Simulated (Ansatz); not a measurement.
# Ge3N: the cost of one run

Method: DFT PBE, scalar-relativistic, plane waves, PAW, in Ansatz 0.2.0.

### Step 1. The system as given

Symmetry: P-4m2, No. 115, tetragonal system. The conventional cell has a = 3.738 Å, b = 3.738 Å, c = 5.406 Å, α = 90.00°, β = 90.00°, γ = 90.00°. Ge (site symmetry 2mm) has 2 N at 1.88 Å in its first shell of neighbours. Ge (site symmetry -4m2) has 8 Ge at 3.14 to 3.44 Å in its first shell of neighbours. N (site symmetry -4m2) is surrounded by 4 Ge at 1.88 Å.

Structure file:

```
Ge N
1.0
     3.73806    0.00000    0.00000
     0.00000    3.73806    0.00000
     0.00000    0.00000    5.40639
Ge N
3 1
Direct
  0.00000 0.50000 0.03338
  0.50000 0.00000 0.96662
  0.50000 0.50000 0.50000
  0.00000 0.00000 0.00000
```

Recipe of the guess: random cell by space group and Wyckoff sites (P-4m2, No. 115). Lengths come from tabulated atomic sizes and are only a guess.

### Step 2. Probe: one point on a coarse mesh

Input file input.yaml:

```yaml
crystal:
  lattice:
    - [3.73805629, 0.0, 0.0]
    - [0.0, 3.73805629, 0.0]
    - [0.0, 0.0, 5.40639488]
  atoms:
    - { symbol: Ge, position: [0.0, 0.5, 0.0333752] }
    - { symbol: Ge, position: [0.5, 0.0, 0.9666248] }
    - { symbol: Ge, position: [0.5, 0.5, 0.5] }
    - { symbol: "N", position: [0.0, 0.0, 0.0] }
basis:
  ecutwfc: 420
kpoints:
  mp_grid: { grid: [6, 6, 4] }
hamiltonian:
  xc: pbe
scf:
  occupations: { method: gaussian, width: 0.1 }
  lower_state_search: "off"
output:
  forces: true
  stress: true
  eigenvalues: true
```

The run is started by

```bash
$ ansatz run input.yaml --threads 1 --pin off --max-ram 2560MiB --backend cpu --events-out ev --progress --plain --runs-dir out
```

**Question.** How long does this run take on 1 thread of Intel Xeon at 2.70GHz, shared host, and how much memory does it need?

About 4.2 s, with a peak of 0.34 GiB.
